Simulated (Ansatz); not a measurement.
Crystal: MgMnNbO4.

```
Nb Mn Mg O
1.0
    -2.08534    2.08754    4.74474
     2.08534   -2.08754    4.74474
     2.08534    2.08754   -4.74474
Nb Mn Mg O
1 1 1 4
Cartesian
  0.0000 0.0000 0.0012
  0.0000 2.0875 2.3638
  2.0853 0.0000 2.3761
  0.0000 0.0000 7.3591
  2.0853 0.0000 0.1221
  0.0000 0.0000 2.1330
  2.0853 0.0000 4.6238
```

The cell comes from a database or a generator and needn't be the stable form of this composition.

A run of Ansatz 0.2.0 on this cell left the log below. Logs are shortened: lines on timing, memory, paths and dates and some standing lists are left out, and cuts for length are marked.

```text
Warning: RAYON_NUM_THREADS=4 ignored (pool sized by the plan → 4); use --threads N
Engine: ansatz 0.2.0, x86_64-unknown-linux-gnu
Pseudopotentials: kind: paw
Pseudopotential: Nb, paw, valence charge 13, recommended cutoff 420 eV (normal), Nb.paw.azcp
Pseudopotential: Mn, paw, valence charge 15, recommended cutoff 420 eV (normal), Mn.paw.azcp
Pseudopotential: Mg, paw, valence charge 10, recommended cutoff 420 eV (normal), Mg.paw.azcp
Pseudopotential: O, paw, valence charge 6, recommended cutoff 420 eV (normal), O.paw.azcp
Functional definition: PBE
  parameter kappa = 0.804
  parameter beta = 0.06672455060314922
  exchange = pbe_x(kappa = kappa, mu = beta*pi^2/3)
  correlation = pbe_c(beta = beta)
Crystal: 7 atoms, lattice volume = 82.620 Å³
Basis set: ecut = 420 eV, 1635 PW (Γ), exchange–correlation on 80×80×80 points (8 copies of the dense FFT grid, shifted against one another)
Bands: 40, of which v1, the nominal top of the filled ones, is band 31 counted from 1 (30 counted from 0)
Symmetry: 4 space group operations
Space group: Imm2 (ITA 44), of the structure as read, at distance tolerance 4.4e-5 Å
Magnetic group: BNS 44.229 (UNI 327), of the structure as read, at distance tolerance 4.4e-5 Å
k-points: 125 of 729 (time reversal used)
Non-local potential: Nb, projectors of the file, l = 0: 3, l = 1: 2, l = 2: 2, l = 3: 1
Non-local potential: Mn, projectors of the file, l = 0: 3, l = 1: 2, l = 2: 3, l = 3: 1
Non-local potential: Mg, projectors of the file, l = 0: 3, l = 1: 2, l = 2: 1
Non-local potential: O, projectors of the file, l = 0: 2, l = 1: 2, l = 2: 1
PAW form: soft (Blöchl's): semilocal exchange-correlation on the pseudo side does not see the compensation charge
PAW one-centre angular grid: Nb, 590 points (default); XC on 64 Gauss nodes
[... 35 lines left out ...]
Harris-Foulkes:  -12649.662829 eV  (|F-HF|=1.65e-8)
Internal energy: -12649.648430 eV  (E = F + TS)
E sigma→0 (E₀):  -12649.655630 eV
Entropy (-TS):   -0.014399 eV (-2.057 meV/atom)
Fermi energy:    11.440077 eV
--- Per-component energies (eV) ---
  E_band       = -757.034814
  E_kinetic    = 1468.345369
  E_local      = -6015.092730  (includes V_loc(G=0)·N_el)
  E_nonlocal   = 656.920280
  E_hartree    = 2243.759365
  E_xc         = -610.855396
  E_vxc        = -769.036070  (∫ρ·V_xc dr)
  E_paw        = -5303.803178  (= ΣΔE_a)
  E_vpaw       = -585.704585  (= ΣTr[D̂ρ^β])
  E_aug_tail   = 0.009827  (compensation charges beyond the density's cutoff)
  E_ewald      = -5088.931967
  E_smearing   = -0.014399  (= −TS)
  E_closure    = 0.000000  (closes the sum)
  Σ components = -12649.662829   (vs F -12649.662829, Δ=0.00e0)
--- Forces (eV/Å), atoms counted from 1 ---
  atom   1  Nb     0.00000000     0.00000000     0.02254596
  atom   2  Mn     0.00000000     0.00000000    -0.04066601
  atom   3  Mg     0.00000000     0.00000000     0.00523100
  atom   4  O      0.00000000     0.00000000    -0.04438761
  atom   5  O      0.00000000     0.00000000     0.09218263
  atom   6  O      0.00000000     0.00000000     0.05269487
  atom   7  O      0.00000000     0.00000000    -0.08759768
  max |Σ_I F_I| component: 3.16e-6 eV/Å
--- Stress (GPa, compression-positive) ---
       -6.303623       0.000000       0.000000
        0.000000      -6.309694       0.000000
        0.000000       0.000000      -4.001340
  P = ⅓ Tr σ = -5.5382 GPa (-55.382 kbar)
--- Band table (eV; the first three rows and the last of 250) ---
  k-point 0 ↑: bands = ["-70.3684", "-64.5975", "-45.1081", "-39.1469", "-39.1458", "-39.1399", "-31.3665", "-31.3530", "-31.3524", "-21.1739", "-21.1700", "-21.1483", "-9.0615", "-7.9684", "-7.8684", "-7.6530", "4.6083", "4.6098", "4.9945", "5.4145", "6.2286", "6.2353", "6.3454", "7.1676", "7.1685", "7.6390", "8.0619", "8.0647", "8.1316", "8.8723", "8.9008", "9.3797", "9.4854", "11.3304", "12.0672", "12.0756", "12.5580", "14.0770", "15.2983", "18.9213"]
  k-point 1 ↑: bands = ["-70.3684", "-64.5975", "-45.1078", "-39.1471", "-39.1457", "-39.1401", "-31.3664", "-31.3533", "-31.3527", "-21.1846", "-21.1805", "-21.1476", "-8.9904", "-7.9807", "-7.7852", "-7.5874", "4.3282", "4.5893", "5.1039", "5.2187", "6.0390", "6.1259", "6.4188", "6.6924", "6.9184", "7.5762", "7.6184", "7.9938", "8.4160", "8.7680", "8.7835", "9.4871", "9.9002", "11.7624", "12.1890", "12.1948", "13.0272", "14.6926", "15.5749", "18.8818"]
  k-point 2 ↑: bands = ["-70.3684", "-64.5974", "-45.1071", "-39.1476", "-39.1457", "-39.1406", "-31.3664", "-31.3539", "-31.3534", "-21.2114", "-21.2070", "-21.1460", "-8.8064", "-8.0115", "-7.5654", "-7.4156", "3.7810", "4.5940", "4.7192", "5.2137", "5.5317", "5.7120", "5.9107", "6.3870", "6.5963", "6.7734", "7.2564", "8.1093", "8.7216", "8.8957", "8.8975", "9.6636", "10.5949", "12.4974", "12.5896", "12.6791", "14.0473", "15.9623", "16.1757", "18.3292"]
  k-point 124 ↓: bands = ["-65.7542", "-64.5967", "-45.5726", "-34.6343", "-34.6207", "-34.6188", "-31.3629", "-31.3535", "-31.3531", "-21.7724", "-21.6611", "-21.6498", "-8.5096", "-8.2453", "-7.8012", "-7.5351", "4.8192", "4.9481", "4.9747", "5.5419", "6.1657", "6.4002", "6.9220", "7.0800", "7.1912", "7.2342", "7.9726", "8.0478", "10.7091", "10.8256", "11.0510", "12.0881", "12.9956", "13.0164", "13.2329", "13.4466", "13.9412", "14.5768", "15.6961", "16.9658"]
```

Problem. What input gives this log?

Solution. Single point with PBE, collinear spin, ferromagnetic start. The files as run (others can give the same):

input.yaml
```yaml
crystal:
  lattice:
    - [-2.0853414182, 2.0875409818, 4.7447409517]
    - [2.0853414182, -2.0875409818, 4.7447409517]
    - [2.0853414182, 2.0875409818, -4.7447409517]
  atoms:
    - { symbol: Nb, position: [0.000123, 0.000123, 0.0] }
    - { symbol: Mn, position: [0.749094, 0.249094, 0.5], spin: 4.0 }
    - { symbol: Mg, position: [0.250395, 0.750395, 0.5] }
    - { symbol: O, position: [0.7755, 0.7755, 0.0] }
    - { symbol: O, position: [0.012866, 0.512866, 0.5] }
    - { symbol: O, position: [0.22477, 0.22477, 0.0] }
    - { symbol: O, position: [0.487252, 0.987252, 0.5] }
hamiltonian:
  xc: pbe
  pseudopotentials: { kind: paw }
magnetization:
  spin_polarized: true
kpoints:
  mp_grid: { grid: [9, 9, 9] }
scf:
  occupations: { method: fermi_dirac, width: 0.05 }
output:
  forces: true
  stress: true
  eigenvalues: true
```

Potentials or basis: Ansatz PAW.
Run with:
```bash
$ ansatz run input.yaml --threads 4 --pin off --max-ram 10240MiB --backend cpu --events-out ev --progress --plain --runs-dir out
```

Caveat: the pressure holds a Pulay correction of +0.6 GPa for the finite cutoff; a cell with one magnetic atom can't hold antiferromagnetic order, which such compounds often take; semilocal functionals often make such compounds metallic where correlation or magnetic order opens a gap, which also shifts bond lengths.
